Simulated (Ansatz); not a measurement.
# Cl− with N₂: structure and interaction energy

The task here is to estimate one member of a computed series from the others.

Program: Ansatz 0.2.0, Gaussian basis. Level of theory: PBE0-D4 structure, single points in def2-TZVPPD. These are calculated values, not measurements.

Levels: PBE-D4, revPBE-D4, BLYP-D4, r2SCAN-D4, B97M-V, PBE0-D4, B3LYP-D4, HSE06-D4, wB97X-V, wB97M-V, B2PLYP, Hartree-Fock, MP2, CCSD, CCSD(T). The reference is CCSD(T) extrapolated to the basis limit.

Correlated methods freeze the cores. B3LYP uses VWN-RPA correlation. B2PLYP carries no dispersion term here.

163 further runs of the same task are left out: 163 set aside as unsound or not needed.

## Where the work starts

The pair, from a GFN2-xTB docking trial: 3 atoms, charge -1, spin multiplicity 1.

Atoms are counted from 1 here; the program's logs count them from 0.

Bond lengths: N2–N3 1.114 Å.

Geometry (Å):

```xyz
3

Cl   -0.0317   -0.0215   -1.7881
N    -0.3732   -0.2532    0.5957
N     0.4049    0.2748    1.1925
```

Atoms 1 to 1 are fragment A (Cl−), the rest fragment B (N₂).

Set-up of the first run:

Contents of pre/in.yaml:

```yaml
crystal:
  periodic: [false, false, false]
  atoms:
    - {symbol: Cl, position_ang: [-0.031700, -0.021500, -1.788100]}
    - {symbol: N, position_ang: [-0.373200, -0.253200, 0.595700]}
    - {symbol: N, position_ang: [0.404900, 0.274800, 1.192500]}
basis:
  gaussian: {orbitals: def2-SVPD}
total_charge: -1
hamiltonian: {xc: pbe, dispersion: d4}
relax: {f_tol: 0.03, max_steps: 250}
```

Launch:

```
$ ansatz run in.yaml --threads 2 --pin off --events-out ev --progress --plain --max-ram 5222MiB
```

Among the steps run: A first relaxation in a small basis; Relaxation at PBE0-D4; wB97X-V/def2-TZVPPD; wB97M-V/def2-TZVPPD; B2PLYP/def2-TZVPPD; B97M-V/def2-TZVPPD; CCSD(T)/def2-TZVPPD; Hartree-Fock/STO-3G; SPW92/def2-SVP; wB97M-V/def2-SVP; CCSD(T)/def2-SVP; Vibrations of the pair.

One table of the session follows, with a row left open; its other results are not shown here.

| method | interaction (kcal/mol) |
| --- | --- |
| PBE-D4 | -2.51 |
| revPBE-D4 | -2.35 |
| BLYP-D4 | -2.13 |
| r2SCAN-D4 | -2.24 |
| B97M-V | -2.18 |
| PBE0-D4 | -2.24 |
| B3LYP-D4 | -2.11 |
| HSE06-D4 | -2.25 |
| wB97X-V | -2.14 |
| wB97M-V | -2.06 |
| B2PLYP | -1.56 |
| Hartree-Fock | -0.73 |
| MP2 | -2.02 |
| CCSD | -1.69 |
| CCSD(T) | ? |
| CCSD(T)/CBS | -2.07 |

**Question.** Estimate the row for CCSD(T).

The run gave: interaction (kcal/mol): -1.86. In the column «interaction (kcal/mol)» it lies between MP2 (-2.02) and CCSD (-1.69).

Among the levels timed on like hardware, those that no quicker one beats, quickest first: PBE-D4 (1.1 s, -0.44 kcal/mol); revPBE-D4 (1.1 s, -0.28 kcal/mol); BLYP-D4 (1.2 s, -0.07 kcal/mol); B3LYP-D4 (1.5 s, -0.05 kcal/mol); wB97M-V (3.6 s, 0.00 kcal/mol).

wB97M-V reaches 0.00 kcal/mol from the reference in 3.6 s; the quickest level in the cost chart, PBE-D4, takes 1.1 s and misses by 0.44 kcal/mol.

To keep in mind: An imaginary mode remains, so this is not a true minimum. A lower arrangement may exist.
